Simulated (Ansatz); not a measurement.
# Na16Li: the cost of one run

Program: Ansatz 0.2.0. Level of theory: DFT PBE, plane waves, PAW, scalar-relativistic, no spin polarisation. These are calculated values, not measurements.

## Step 1: Starting point

The cell holds 17 atoms (LiNa16): a = 8.460 Å, b = 8.460 Å, c = 8.460 Å, α = 90.00°, β = 90.00°, γ = 90.00°.

The coordinates stand in the first input below.

## Step 2: End point A

input.yaml

```yaml
crystal:
  lattice:
    - [8.46, 0.0, 0.0]
    - [0.0, 8.46, 0.0]
    - [0.0, 0.0, 8.46]
  atoms:
    - { symbol: Na, position: [0.0, 0.0, 0.0] }
    - { symbol: Na, position: [0.5, 0.0, 0.0] }
    - { symbol: Na, position: [0.0, 0.5, 0.0] }
    - { symbol: Na, position: [0.0, 0.0, 0.5] }
    - { symbol: Na, position: [0.25, 0.25, 0.25] }
    - { symbol: Na, position: [0.5, 0.5, 0.0] }
    - { symbol: Na, position: [0.5, 0.0, 0.5] }
    - { symbol: Na, position: [0.75, 0.25, 0.25] }
    - { symbol: Na, position: [0.0, 0.5, 0.5] }
    - { symbol: Na, position: [0.25, 0.75, 0.25] }
    - { symbol: Na, position: [0.25, 0.25, 0.75] }
    - { symbol: Na, position: [0.5, 0.5, 0.5] }
    - { symbol: Na, position: [0.75, 0.75, 0.25] }
    - { symbol: Na, position: [0.75, 0.25, 0.75] }
    - { symbol: Na, position: [0.25, 0.75, 0.75] }
    - { symbol: Na, position: [0.75, 0.75, 0.75] }
    - { symbol: Li, position: [0.2520439, 0.0002257, 0.3676666] }
basis:
  ecutwfc: 420.0
kpoints:
  mp_grid: { grid: [2, 2, 2] }
hamiltonian:
  xc: pbe
scf:
  occupations: { method: gaussian, width: 0.05 }
  lower_state_search: "off"
relax:
  f_tol: 0.03
  max_steps: 60
  adjacent_minimum: "off"
```

Command:

```sh
> ansatz run input.yaml --threads 4 --pin off --max-ram 10240MiB --backend cpu --events-out ev --progress --plain --runs-dir out
```

**Question.** How long does this run take on 4 threads of Intel Xeon Platinum 8488C (Sapphire Rapids), shared host, and how much memory does it need?

About 35 s, with a peak of 1.4 GiB.
